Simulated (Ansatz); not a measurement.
# BH2O (SMILES B[O]): UB3LYP/def2-TZVPPD

Aim: the electronic atomisation energy of BH2O at UB3LYP/def2-TZVPPD, from 4 runs. 

Program for the calculation: Ansatz 0.2.0.

30 further runs of the same task are left out: 30 set aside as unsound or not needed.

### Step 1. The system as given

BH2O: 4 atoms, total charge 0, spin state doublet. SMILES: `B[O]`. The shape is that of a PBE0-D4/def2-TZVP optimisation.

Bond lengths: B1–O2 1.281 Å, B1–H3 1.211 Å, B1–H4 1.211 Å. Angles: O2–B1–H3 119.9°, O2–B1–H4 119.9°, H3–B1–H4 120.2°.

### Step 2. A single-point energy at UB3LYP/def2-TZVPPD

Contents of input.yaml:

```yaml
crystal:
  periodic: [false, false, false]
  atoms:
    - {symbol: B, position_ang: [-0.001100, -0.010300, -0.015100]}
    - {symbol: O, position_ang: [1.025300, -0.340800, 0.676900]}
    - {symbol: H, position_ang: [-1.052600, -0.587700, 0.151600]}
    - {symbol: H, position_ang: [0.083900, 0.878500, -0.833600]}
basis:
  gaussian:
    orbitals: def2-TZVPPD.json
magnetization:
  spin_polarized: true
  initial_magnetization: 1
hamiltonian:
  xc: {name: B3LYP}
accuracy: high
output:
  orbitals: {seedname: orbitals}
```

The basis set def2-TZVPPD is read from a file made from the Basis Set Exchange's data (not shown).

Command:

```console
$ ansatz run input.yaml --threads 1 --pin off --max-ram 3480MiB --events-out events.jsonl --progress --plain --runs-dir runs
```

Output:

```text
Warning: RAYON_NUM_THREADS=1 ignored (pool sized by the plan → 1); use --threads N
Functional definition: B3LYP
  name "B3LYP"
  parameter a0 = 0.2
  parameter ax = 0.72
  parameter ac = 0.81
  exchange = (1 - a0 - ax)*slater_x + ax*b88_x + a0*exact_x
  correlation = (1 - ac)*vwn_rpa_c + ac*lyp_c
1707 factors; integrals over basis functions are off by at most 3.6e-9 eV
mean field evaluation 1: about -2752.2893 eV, gradient 3.3e1 eV
mean field evaluation 2: about -2735.3529 eV, gradient 7.1e1 eV
mean field evaluation 4: about -2756.3192 eV, gradient 3.5e0 eV
mean field evaluation 8: about -2756.3796 eV, gradient 2.6e-2 eV
mean field evaluation 16: about -2756.3796 eV, gradient 5.1e-6 eV
mean field -2756.37964760 eV, -101.2950837080 hartree, gradient 7.0e-8 eV, S^2 0.757667; 0 other end points of the search recorded, 0 dependent functions left out
reference -2756.37968145 eV, -101.2950849521 hartree; 8, 7 occupied and 103, 104 virtual orbitals, 1707 factors
Total energy: -2756.37968145 eV, -101.2950849521 hartree
```

Run time: 6 s. Hardware: 1 thread of Arm Neoverse V2, shared host; peak memory 0.29 GiB.

### Step 3. The B atom

Contents of job.yaml:

```yaml
crystal:
  periodic: [false, false, false]
  atoms:
    - {symbol: B, position_ang: [0.000000, 0.000000, 0.000000]}
basis:
  gaussian:
    orbitals: def2-TZVPPD.json
magnetization:
  spin_polarized: true
  initial_magnetization: 1
accuracy: high
hamiltonian:
  xc: {name: B3LYP}
```

The basis set def2-TZVPPD is read from a file made from the Basis Set Exchange's data (not shown).

Run the same way, it converges to -24.66397 Eh (log not shown).

### Step 4. The H atom at the same level

Contents of run.yaml:

```yaml
crystal:
  periodic: [false, false, false]
  atoms:
    - symbol: H
      position_ang: [0.000000, 0.000000, 0.000000]
basis:
  gaussian:
    orbitals: def2-TZVPPD.json
magnetization:
  spin_polarized: true
  initial_magnetization: 1
hamiltonian:
  xc: {name: B3LYP}
accuracy: high
```

The basis set def2-TZVPPD is read from a file made from the Basis Set Exchange's data (not shown).

Command:

```console
$ ansatz run run.yaml --threads 1 --pin off --max-ram 3480MiB --events-out events.jsonl --progress --plain --runs-dir runs
```

Output (excerpt; [...] marks lines left out):

```text
Warning: RAYON_NUM_THREADS=1 ignored (pool sized by the plan → 1); use --threads N
[... 7 set-up lines as earlier in the session ...]
117 factors; integrals over basis functions are off by at most 2.6e-9 eV
mean field evaluation 1: about -13.6642 eV, gradient 1.1e-1 eV
mean field evaluation 2: about -13.6641 eV, gradient 1.1e-1 eV
mean field evaluation 4: about -13.6643 eV, gradient 4.1e-4 eV
mean field evaluation 8: about -13.6643 eV, gradient 2.3e-8 eV
mean field -13.66428989 eV, -0.5021533915 hartree, gradient 2.3e-8 eV, S^2 0.750000; 0 other end points of the search recorded, 0 dependent functions left out
reference -13.66431255 eV, -0.5021542241 hartree; 1, 0 occupied and 16, 17 virtual orbitals, 117 factors
Total energy: -13.66431255 eV, -0.5021542241 hartree
```

It took 0.14 s on 1 thread of Arm Neoverse V2, shared host.

### Step 5. The O atom, same level

Contents of job.yaml:

```yaml
crystal:
  periodic: [false, false, false]
  atoms:
    - {symbol: O, position_ang: [0.000000, 0.000000, 0.000000]}
basis:
  gaussian: {orbitals: def2-TZVPPD.json}
magnetization: {spin_polarized: true, initial_magnetization: 2}
hamiltonian: {xc: {name: B3LYP}}
accuracy: high
```

The basis set def2-TZVPPD is read from a file made from the Basis Set Exchange's data (not shown).

Run the same way, it converges to -75.09698 Eh (log not shown).

### Step 6. Outcome

Level: UB3LYP/def2-TZVPPD.

| quantity | value |
| --- | --- |
| molecule: total energy | -101.29508 Eh |
| molecule: HOMO energy (highest over α and β) | -9.08 eV |
| molecule: LUMO energy (lowest over α and β) | -4.94 eV |
| molecule: ⟨S²⟩ | 0.758 |
| B atom: total energy | -24.66397 Eh |
| B atom: ⟨S²⟩ | 0.754 |
| H atom: total energy | -0.50215 Eh |
| H atom: ⟨S²⟩ | 0.750 |
| O atom: total energy | -75.09698 Eh |
| O atom: ⟨S²⟩ | 2.004 |
| electronic atomisation energy | 14.417 eV |

**Reading.** Taking the molecule apart into free atoms costs 14.42 eV (332 kcal/mol), before zero-point energy and without spin-orbit coupling.
